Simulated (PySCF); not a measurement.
# GeHCl₂−, a complex of two parts as drawn: interaction energy

An exercise on one series of results from a longer session: the logs are not shown, and one member is left open.

Programs: PySCF 2.14.0. All values are calculated, for the isolated system unless a continuum is named. Atoms count from 0, parts from 1.

## The system as given

4 atoms, charge -1, multiplicity 1; geometry: GFN2-xTB. Parts: 1 = atoms 0–2, `[Cl][Ge][Cl]`, charge 0; 2 = atom 3, `[H-]`, charge -1.

Set-up of the first run:

The job: settings as JSON, then the geometry in Å.

```
{"job": {"xc": "PBE0", "basis": "def2-SVPD", "d3": "d3bj", "grid": 2, "kind": "geom", "shake": 0.01}, "charge": -1, "multiplicity": 1, "parts": [{"atoms": "0-2", "charge": 0, "multiplicity": 1}, {"atoms": "3-3", "charge": -1, "multiplicity": 1}]}
Cl     0.965342     0.281066     1.363905
Ge    -0.909528     0.739074     0.055754
Cl    -0.370003    -0.555905    -1.775008
H     -0.120218     2.266878    -0.672748
```

The run is started by

```sh
> OMP_NUM_THREADS=1 python cluster_run.py task.json out
```

This one command runs all jobs of the session in turn.

Among the steps run: Geometry optimisation at PBE0-D3(BJ)/def2-SVPD; Coupled-cluster interaction energy: CCSD(T) and MP2.

One of the session's tables, all rows but one given; the rest of the session is left out.

It belongs to the step «Coupled-cluster interaction energy: CCSD(T) and MP2». 

| method | interaction energy (kcal/mol) |
| --- | --- |
| HF/aug-cc-pVDZ | -95.17 |
| MP2/aug-cc-pVDZ | -95.09 |
| CCSD/aug-cc-pVDZ | -91.04 |
| CCSD(T)/aug-cc-pVDZ | -90.33 |
| HF/aug-cc-pVTZ | -94.82 |
| MP2/aug-cc-pVTZ | -98.72 |
| SCS-MP2/aug-cc-pVTZ | ? |
| MP2, extrapolated | -100.39 |
| CCSD(T), limit estimate | -95.64 |

Q: Estimate the row for SCS-MP2/aug-cc-pVTZ from the others.

**Answer.** interaction energy (kcal/mol): -95.94. In the column «interaction energy (kcal/mol)» it lies between MP2/aug-cc-pVTZ (-98.72) and CCSD(T), limit estimate (-95.64).

At this geometry H3 is bonded to Ge1 (1.61 Å), so this energy is that of a chemical bond rather than of a weak contact.

Limits of these values: The interaction energy leaves out the deformation of the parts, 9.06 kcal/mol at MP2. So large a deformation means that a part is far from its own minimum, so a sum across the two methods would be rough.
